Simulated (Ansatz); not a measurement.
# IrRu5: the cost of one run

Program: Ansatz 0.2.0. Level of theory: DFT PBE, scalar-relativistic, plane waves, PAW. These are calculated values, not measurements.

2 further runs of the same task are left out: 1 that didn't finish, 1 set aside as unsound or not needed. Runs told in other sessions of the task aren't counted.

**1. The structure to begin with**

It takes space group Pmmm (No. 47, orthorhombic). The conventional cell has a = 2.699 Å, b = 3.822 Å, c = 8.102 Å, α = 90.00°, β = 90.00°, γ = 90.00°. Around Ru (site symmetry mm2) lie 8 Ru at 2.68 to 2.74 Å and 4 Ir at 2.71 Å. Around Ru (site symmetry mm2) lie 11 Ru at 2.68 to 2.70 Å and 1 Ir at 2.71 Å. Ru (site symmetry mmm) is surrounded by 12 Ru at 2.68 to 2.70 Å. Ir (site symmetry mmm) is surrounded by 2 Ir at 2.70 Å and 10 Ru at 2.71 Å.

Coordinates:

```
CELL_PARAMETERS angstrom
2.69859 0.00000 0.00000
0.00000 3.82201 0.00000
0.00000 0.00000 8.10199
ATOMIC_POSITIONS crystal
Ru 0.50000 0.50000 0.16931
Ru 0.00000 0.00000 0.33483
Ru 0.50000 0.50000 0.50000
Ru 0.00000 0.00000 0.66517
Ru 0.50000 0.50000 0.83068
Ir 0.00000 0.00000 0.00000
```

It is the end of an earlier relaxation with the same method, from a generated guess; it is a trial structure. At a tolerance of 0.05 Å it has space group Pmmm (No. 47); it has 13.93 Å³/atom, an uncorrected energy of +0.06 eV/atom over the elements.

**2. Static run: bands, density of states and charges**

File input.yaml:

```yaml
crystal:
  lattice:
    - [2.6985881, 0.0, 0.0]
    - [0.0, 3.8220052, 0.0]
    - [0.0, 0.0, 8.1019853]
  atoms:
    - { symbol: Ru, position: [0.5, 0.5, 0.169315] }
    - { symbol: Ru, position: [0.0, 0.0, 0.334834] }
    - { symbol: Ru, position: [0.5, 0.5, 0.5] }
    - { symbol: Ru, position: [0.0, 0.0, 0.665166] }
    - { symbol: Ru, position: [0.5, 0.5, 0.830685] }
    - { symbol: Ir, position: [0.0, 0.0, 0.0] }
basis:
  ecutwfc: 420
kpoints:
  mp_grid: { grid: [14, 10, 6] }
  band_path:
    path:
      - [[0.0, 0.0, 0.0], [0.5, 0.0, 0.0], [0.5, 0.5, 0.0], [0.0, 0.5, 0.0], [0.0, 0.0, 0.0], [0.0, 0.0, 0.5], [0.5, 0.0, 0.5], [0.5, 0.5, 0.5], [0.0, 0.5, 0.5], [0.0, 0.0, 0.5]]
      - [[0.5, 0.0, 0.0], [0.5, 0.0, 0.5]]
      - [[0.0, 0.5, 0.0], [0.0, 0.5, 0.5]]
      - [[0.5, 0.5, 0.0], [0.5, 0.5, 0.5]]
    npoints: 14
hamiltonian:
  xc: pbe
scf:
  occupations: { method: gaussian, width: 0.1 }
  n_extra_bands: 15
output:
  forces: true
  stress: true
  eigenvalues: true
  populations: true
  dos: { projected: true, de: 0.02, nscf_kmesh: { grid: [17, 12, 8] } }
  bader: true
  write_density: true
  write_potential: true
  elf: true
  volumetric_format: npy
```

Launch:

```console
> ansatz run input.yaml --threads 4 --pin off --max-ram 8192MiB --backend cpu --events-out ev --progress --plain --runs-dir out
```

What time and memory should one allow on 4 threads of Intel Xeon 6975P-C (Granite Rapids), shared host?

About 28 s, with a peak of 1.3 GiB.
